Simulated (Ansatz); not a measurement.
# Cl3HSSn: one species, many methods

One table from this session's results is given with a row withheld; the runs are named, their logs left out.

Method: functionals in def2-TZVPP, the program's frozen cores in correlated methods; program: Ansatz 0.2.0, Gaussian basis.

The runs, in order: LDA (SPW92), PBE-D4, revPBE-D4, BLYP-D4, r2SCAN-D4, B97M-V, PBE0-D4, B3LYP-D4, r2SCANh-D4, r2SCAN0-D4, HSE06-D4, BHLYP-D4, CAM-B3LYP-D4, LC-ωPBE, ωB97X-V, ωB97M-V, B2PLYP, PBE-QIDH; CCSD(T)/def2-SVP; CCSD(T)/def2-TZVPP; MP2/def2-QZVPP; extrapolation to the limit; RPA on PBE.

1 further run of the same task is left out (for a known fault of the program).

## The geometry

All runs share one geometry, relaxed beforehand with PBE0-D4 in a triple-zeta def2 set. Sn takes the def2 core potential; no spin-orbit term is included.

SMILES `[SH][Sn]([Cl])([Cl])[Cl]`, 6 atoms, charge 0, spin multiplicity 1.

Atoms are counted from 1 here; the program's logs count them from 0.

Bond lengths: S1–Sn2 2.364 Å, S1–H6 1.346 Å, Sn2–Cl3 2.295 Å, Sn2–Cl4 2.301 Å, Sn2–Cl5 2.301 Å. Angles: Sn2–S1–H6 91.8°, S1–Sn2–Cl3 108.0°, S1–Sn2–Cl4 112.5°, S1–Sn2–Cl5 112.4°, Cl3–Sn2–Cl4 108.8°, Cl3–Sn2–Cl5 108.9°, Cl4–Sn2–Cl5 106.2°.

The first run:

Input file in.yaml:

```yaml
crystal:
  periodic: [false, false, false]
  atoms:
    - {symbol: S, position_ang: [-0.591919, 0.582168, 1.797053]}
    - {symbol: Sn, position_ang: [0.348909, -0.165185, -0.239092]}
    - {symbol: Cl, position_ang: [2.551002, -0.684884, 0.144864]}
    - {symbol: Cl, position_ang: [-0.717790, -2.027173, -1.069883]}
    - {symbol: Cl, position_ang: [0.236952, 1.430901, -1.892907]}
    - {symbol: H, position_ang: [-1.785054, 0.800173, 1.213766]}
basis:
  gaussian: {orbitals: def2-TZVPP}
hamiltonian: {xc: lda}
output: {orbitals: {seedname: orbitals}}
```

The run is started by

```
$ ansatz run in.yaml --threads 4 --pin off --events-out ev --progress --plain --max-ram 10444MiB
```

Steps of the session up to this table: LDA; PBE-D4 (GGA); revPBE-D4 (GGA); BLYP-D4 (GGA); r2SCAN-D4 (meta-GGA); B97M-V (meta-GGA); B3LYP-D4 (hybrid); r2SCANh-D4 (hybrid); r2SCAN0-D4 (hybrid); HSE06-D4 (hybrid); BHLYP-D4 (hybrid); CAM-B3LYP-D4 (range-separated); LC-ωPBE (range-separated); ωB97X-V (range-separated); ωB97M-V (range-separated); B2PLYP (double hybrid); PBE-QIDH (double hybrid).

One of the session's tables, all rows but one given; the rest of the session is left out.

It belongs to the step «Frontier levels by functional». 

| functional | HOMO (eV) | LUMO (eV) | gap (eV) |
| --- | --- | --- | --- |
| LDA (SPW92) | -7.33 | -4.03 | 3.30 |
| PBE-D4 | -7.19 | -3.73 | 3.46 |
| revPBE-D4 | -7.13 | -3.63 | 3.51 |
| BLYP-D4 | -7.01 | -3.65 | 3.36 |
| r2SCAN-D4 | -7.52 | -3.58 | 3.94 |
| B97M-V | -7.58 | -3.43 | 4.14 |
| PBE0-D4 | -8.48 | -2.86 | 5.62 |
| B3LYP-D4 | -8.21 | -3.13 | 5.07 |
| r2SCANh-D4 | -7.99 | -3.26 | 4.73 |
| r2SCAN0-D4 | -8.69 | -2.77 | 5.92 |
| HSE06-D4 | -8.08 | -3.23 | 4.85 |
| BHLYP-D4 | -9.60 | -1.88 | 7.72 |
| CAM-B3LYP-D4 | -9.82 | -1.86 | 7.96 |
| LC-ωPBE | ? | ? | ? |
| ωB97X-V | -10.88 | -0.75 | 10.13 |
| ωB97M-V | -10.69 | -0.83 | 9.85 |

Q: Estimate the row for LC-ωPBE from the others.

The run gave: HOMO (eV): -11.27; LUMO (eV): -0.66; gap (eV): 10.61. In the column «HOMO (eV)» it is the lowest.
